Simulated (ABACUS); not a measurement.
The system is NiMoIrPdW.

```
Ir W Pd Mo Ni
1.0
     2.76078    0.00000    0.00000
    -1.38039    2.39090    0.00000
     0.00000    0.00000   11.34051
Ir W Pd Mo Ni
1 1 1 1 1
Cartesian
  0.0000 0.0000 1.2025
  1.3804 0.7970 6.0015
  1.3804 0.7970 10.1952
  1.3804 0.7970 3.3369
  0.0000 0.0000 8.0423
```

The cell was built by a generator and needn't be a form met in nature.

Base run:

* Program: ABACUS 3.10.1
* Functional: BLYP
* Dispersion: D3(BJ)
* Potentials or basis: PseudoDojo NC SR 0.4.1 PBE standard
* Cutoff: 1361 eV
* Density cutoff: 5442 eV
* Basis: DZP LCAO (the cutoffs set its grid)
* k mesh: 11 × 11 × 3
* Occupations: fermi-dirac, width 0.05 eV
* Spin: collinear spin, ferromagnetic start
* Starting moments: [0.6, 0.0, 0.0, 1.0, 1.0] μB

Its results: band gap on the k mesh none (metal or under the smearing width); pressure -4.1 GPa; net moment 0.00 μB per cell; largest force 0.553 eV/Å.

The run is repeated on the same cell with these changes: dispersion from D3(BJ) to none. What comes out?

Band gap on the k mesh none (metal or under the smearing width); pressure 11.1 GPa; net moment 0.00 μB per cell; largest force 0.628 eV/Å.

Dispersion adds attraction, which lowers the pressure at fixed volume and, as a term added to the energy, leaves the levels alone.

Caveats: the atomic orbitals were generated for these runs and aren't a published set; this set's palladium file may shift the pressure by some GPa; the potentials were made for another functional, which shifts forces and pressure; the basis of atomic orbitals isn't converged, which shifts pressures, moduli and gaps; pairwise dispersion overbinds metals, which lowers pressure and volume (some runs).
